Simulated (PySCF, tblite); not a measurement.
# C₈H₁₀: geometry, infrared bands and NMR shifts

Aim: predict the infrared bands and NMR shifts of C₈H₁₀ (`C#C[C@@H]1C=C[C@@H](C)C1`).

Programs: tblite 0.8.0 and PySCF 2.14.0, with density-fitted response routines of our own. Each step states its level of theory. These are calculated values for one molecule in the gas phase, unless marked as measured. Atoms count from 0, in the outputs and in this text.

## (1) The molecule as given

18 atoms, charge 0, multiplicity 1; geometry from: force field or distance geometry start.

Bonds of the start (Å): C0–C1 1.22, C1–C2 1.45, C2–C3 1.51, C3–C4 1.35, C4–C5 1.49, C5–C6 1.52, C5–C7 1.54, C7–C2 1.53, C0–H8 1.06, C2–H9 1.09, C3–H10 1.07, C4–H11 1.08, C5–H12 1.11, C6–H13 1.09, C6–H14 1.09, C6–H15 1.11, C7–H16 1.10, C7–H17 1.10.

## (2) Optimising the geometry with GFN2-xTB

Job settings and geometry (Å):

```
{"job": {"kind": "relax", "xc": "GFN2-xTB", "basis": "xTB"}, "charge": 0, "multiplicity": 1}
C      3.384300    -0.467600     0.365300
C      2.319300    -0.408500    -0.222300
C      1.048200    -0.357900    -0.921200
C      0.551000     1.068100    -1.007000
C     -0.474400     1.287900    -0.161400
C     -0.831600     0.063800     0.616100
C     -2.325100    -0.179000     0.697400
C     -0.087400    -1.042300    -0.148900
H      4.312700    -0.509600     0.882100
H      1.131500    -0.788900    -1.921200
H      0.997700     1.806100    -1.640300
H     -0.956100     2.247500    -0.035800
H     -0.421300     0.161300     1.641500
H     -2.818600     0.627300     1.243000
H     -2.785800    -0.234700    -0.291000
H     -2.536100    -1.118500     1.239700
H     -0.774400    -1.519600    -0.868500
H      0.257500    -1.842300     0.520700
```

On the command line:

```bash
> OMP_NUM_THREADS=1 python probes_run.py task.json out
```

One launch serves the whole session: the jobs run in the order shown.

**Question.** This job is followed by: GFN2-xTB harmonic vibrations, gas phase; GIAO PBE0/pcSseg-1 NMR shielding, non-relativistic, gas phase. Predict these results of the whole session: strongest single infrared mode (GFN2-xTB); zero-point energy (GFN2-xTB); 13C shifts against TMS (PBE0/pcSseg-1); 1H shifts against TMS (PBE0/pcSseg-1, means over atoms taken as alike).

**Answer**, as computed:

| quantity | value |
| --- | --- |
| strongest single infrared mode (GFN2-xTB) | 3125 cm⁻¹, 68 km/mol |
| zero-point energy (GFN2-xTB) | 94.9 kcal/mol |
| 13C shifts against TMS (PBE0/pcSseg-1) | 146.8, 137.8, 91.4, 75.6, 44.4, 43.9, 39.3, 22.9 ppm |
| 1H shifts against TMS (PBE0/pcSseg-1, means over atoms taken as alike) | 5.86, 5.84, 3.50, 3.20, 2.33, 1.58, 1.56, 1.10 ppm |

In words: Relaxing lowered the energy by 0.090 eV in 42 steps; the close pair that moved most is C3–C4, from 1.347 to 1.320 Å. All 48 modes are real, so the xTB geometry is a minimum. The strongest single mode, at 3125 cm⁻¹, moves mainly H10 and H11. GFN2-xTB is a fitted tight-binding method: band positions and strengths are rough. Its intensities can rank the bands wrongly. At PBE0/pcSseg-1: The largest span, 310 ppm, is at C1, where the paramagnetic term is -169 ppm.
